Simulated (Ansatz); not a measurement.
Crystal: InSb3.

```
CELL_PARAMETERS angstrom
0.00000 3.79455 3.79455
3.79455 0.00000 3.79455
3.79455 3.79455 0.00000
ATOMIC_POSITIONS crystal
Sb 0.50000 0.50000 0.50000
Sb 0.75000 0.75000 0.75000
Sb 0.25000 0.25000 0.25000
In 0.00000 0.00000 0.00000
```

The cell comes from a database or a generator and needn't be the stable form of this composition.

| Item | Value |
| --- | --- |
| Program | Ansatz 0.2.0 |
| Task | single point |
| Functional | PBEsol |
| Potentials or basis | Ansatz PAW |
| Cutoff | 420 eV (not typed: the program's choice for these potentials) |
| k mesh | 6 × 6 × 6 |
| Occupations | fermi-dirac, width 0.05 eV |
| Spin | no spin polarisation |

On this cell: pressure -3.1 GPa; largest force zero by symmetry; band gap on the k mesh none (metal or under the smearing width).

The same run follows on a disturbed copy (atoms moved at random, drawn with an rms of 0.05 Å):

```
Sb In
1.0
     0.00000    3.79455    3.79455
     3.79455    0.00000    3.79455
     3.79455    3.79455    0.00000
Sb In
3 1
Direct
  0.50548 0.51132 0.48481
  0.75134 0.75080 0.73194
  0.24282 0.26316 0.24665
  0.99144 0.99482 0.00917
```

**Question.** What changes?

**Answer.** The energy (extrapolated to zero smearing) moves by +3.3 meV/atom; pressure -3.0 GPa; largest force 0.187 eV/Å; band gap on the k mesh none (metal or under the smearing width).

Forces in eV/Å, atoms in the order of the input:
```
Sb   0.023  0.031 -0.083
Sb   0.098  0.055 -0.025
Sb  -0.072  0.002 -0.050
In  -0.049 -0.088  0.158
```

Stress tensor (GPa, compression positive):
```
-2.90  0.06  0.06
 0.06 -3.05  0.27
 0.06  0.27 -2.98
```

Caveats: the PAW data sets come from PBE, with cores solved anew for the run's functional, which leaves a small shift of forces and pressure.
